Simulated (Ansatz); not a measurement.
# 6 H2O + 1 K + 1 OH in a periodic box: a dynamics run in two tries

Wanted: a short trajectory, and a check that the input is sound. The molecules were packed at random to 1.107 g/cm³.

Method: DFT LDA, plane waves, PAW, scalar-relativistic, no spin polarisation, in Ansatz 0.2.0.

## 1. The structure to begin with

The cell holds 21 atoms (H13KO7): a = 6.269 Å, b = 6.269 Å, c = 6.269 Å, α = 90.00°, β = 90.00°, γ = 90.00°.

Its coordinates follow in the input file.

## 2. The run

The input, input.yaml:

```yaml
crystal:
  lattice:
    - [6.269221, 0.0, 0.0]
    - [0.0, 6.269221, 0.0]
    - [0.0, 0.0, 6.269221]
  atoms:
    - { symbol: O, position: [0.15231815, 0.53216145, 0.06253882] }
    - { symbol: H, position: [0.25073505, 0.64958767, 0.11715051] }
    - { symbol: H, position: [0.15393146, 0.44608861, 0.19933492] }
    - { symbol: O, position: [0.81392545, 0.49973623, 0.67751767] }
    - { symbol: H, position: [0.65817168, 0.53143043, 0.61073455] }
    - { symbol: H, position: [0.82139222, 0.63438614, 0.77132669] }
    - { symbol: O, position: [0.36768918, -0.09449144, 0.09865835] }
    - { symbol: H, position: [0.38012889, 0.00819322, 0.21639226] }
    - { symbol: H, position: [0.29999824, -0.00726294, -0.0088507] }
    - { symbol: O, position: [0.94967619, 0.13269197, 0.25857037] }
    - { symbol: H, position: [1.03976737, 0.05829106, 0.15967434] }
    - { symbol: H, position: [1.06277178, 0.17894872, 0.37571774] }
    - { symbol: O, position: [0.46729253, 0.60489314, 0.50728423] }
    - { symbol: H, position: [0.36021088, 0.71290973, 0.47101355] }
    - { symbol: H, position: [0.39419458, 0.44511488, 0.43711187] }
    - { symbol: O, position: [1.16769263, 0.20825635, 0.78146418] }
    - { symbol: H, position: [1.0130224, 0.24230723, 0.7664412] }
    - { symbol: H, position: [1.20609614, 0.35244486, 0.86370358] }
    - { symbol: K, position: [0.74640799, 0.47507543, 0.18518358] }
    - { symbol: O, position: [0.33576661, 0.26606052, 0.40691356] }
    - { symbol: H, position: [0.29348529, 0.24318432, 0.54760838] }
basis:
  ecutwfc: 420.0
kpoints:
  mp_grid: { grid: [1, 1, 1] }
hamiltonian:
  xc: lda
scf:
  occupations: { method: fermi_dirac, width: 0.05 }
  lower_state_search: "off"
  max_iter: 85
md:
  timestep: 0.5
  n_steps: 25
  ensemble: langevin
  temperature: 700.0
  initial_velocities: maxwell_boltzmann
  seed: 228787
  friction: 0.05
  pressure: 1.0
  fix_cell: [shape]
```

Launch:

```sh
> ansatz run input.yaml --threads 1 --pin off --max-ram 3072MiB --backend cpu --events-out ev --progress --plain --runs-dir out
```

**Question.** What will these runs give? Wanted: first try.

The runs gave:

```
 quantity                                                                              value
first try                                                                            refused
    cause  the word typed for the ensemble or optimiser is not among those the program lists
```

What this shows: The fault in the first input was caught at the input check and cost nothing.
